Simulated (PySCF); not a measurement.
# Sc⁺: excitation energies in x2c-TZVPPall plus 1 even-tempered diffuse shell per l

Each state of scandium is computed at each level; their differences give the excitation energy. How far do the methods differ?

Program: PySCF 2.14.0. Level of theory: unrestricted determinants in a Gaussian basis, no spin-orbit coupling in the energies. These are calculated values, not measurements, unless marked.

## 1. Starting point

```
Element                                   : scandium (Z = 21)
Basis                                     : x2c-TZVPPall with one added diffuse shell each of s, p, d, f type (7s6p5d3f1g, 80 functions)
Hamiltonian                               : scalar relativity by spin-free X2C-1e
State 1                                   : Sc⁺: [Ar] 4s1 5s1, high-spin 3S determinant (an excited configuration)
State 2                                   : Sc⁺: [Ar] 3d1 4p1, one real determinant (an excited configuration)
Needed too, but not shown                 : Sc⁺ [Ar] 3d1 4s1 (3D)
Methods                                   : CCSD(T)
Core shells frozen in the correlated runs : valence and next inner shell: [Ne] (for Sc⁺)
```

The outer shells:

Sc+ [Ar] 4s1 5s1
```
[Ar] core
4s [↑ ]
5s [↑ ]
```

Sc+ [Ar] 3d1 4p1
```
[Ar] core
3d [↑ ][  ][  ][  ][  ]
4p [↑ ][  ][  ]
```

The runs were made by one driver on top of PySCF. The scripts below sum up each run's settings (the driver also hands on starting orbitals that pick excited configurations, and frozen orbitals as a list rather than a count), and the logs come from the driver's own runs. The driver starts from symmetry-adapted Hartree-Fock orbitals, holds the occupation by maximum overlap and uses a logarithmic radial grid for functionals, so a plain start would take other cycles.

The integrals over 80 functions and the set-up took 0.59 s of CPU time.

## 2. Sc⁺ [Ar] 4s1 5s1: CCSD(T) (valence and next inner shell)

CCSD(T) (valence and next inner shell):

Contents of input.py:

```python
from pyscf import gto, scf, dft, mp, cc
import basis_set_exchange as bse
mol = gto.M(atom="Sc 0 0 0", charge=1, spin=2, symmetry="D2h",
            basis=gto.basis.parse(bse.get_basis("x2c-TZVPPall", elements=["Sc"], fmt="nwchem", augment_diffuse=1)),
            nucmod="G")
mf = scf.UHF(mol).sfx2c1e()
mf.irrep_nelec = {'Ag': (5, 3), 'B1u': (2, 2), 'B2u': (2, 2), 'B3u': (2, 2)}
mf.kernel()
mycc = cc.CCSD(mf, frozen=5).run()
mycc.ccsd_t()
```

## 3. Sc⁺ [Ar] 3d1 4p1: CCSD(T) (valence and next inner shell)

CCSD(T) (valence and next inner shell):

input.py: that of step 2 with these lines changed.

```diff
@@ -6,3 +6,3 @@
 mf = scf.UHF(mol).sfx2c1e()
-mf.irrep_nelec = {'Ag': (5, 3), 'B1u': (2, 2), 'B2u': (2, 2), 'B3u': (2, 2)}
+mf.irrep_nelec = {'Ag': (3, 3), 'B1g': (1, 0), 'B1u': (3, 2), 'B2u': (2, 2), 'B3u': (2, 2)}
 mf.kernel()
```

What does the calculation give?

**Answer**, as computed:

| quantity | value |
| --- | --- |
| excitation energy, Sc⁺ → [Ar] 4s1 5s1 | UHF 9.236, CCSD(T) (valence and next inner shell) 8.763 eV |
| excitation energy, Sc⁺ → [Ar] 3d1 4p1 | UHF 3.228, CCSD(T) (valence and next inner shell) 3.450 eV |

Accuracy by level (over 2 differences):

```
                                method  mean absolute miss against CCSD(T) (valence and next inner shell) (eV)
                                   UHF                                                                   0.348
    MP2 (valence and next inner shell)                                                                   0.230
SCS-MP2 (valence and next inner shell)                                                                   0.259
   CCSD (valence and next inner shell)                                                                   0.257
CCSD(T) (valence and next inner shell)                                                                   0.000
```

What this shows: For the first difference the methods span 0.505 eV, from CCSD(T) (valence and next inner shell) (8.763) to CCSD (valence and next inner shell) (9.268). No reference value is at hand in this session. The basis is finite, and no extrapolation was made.
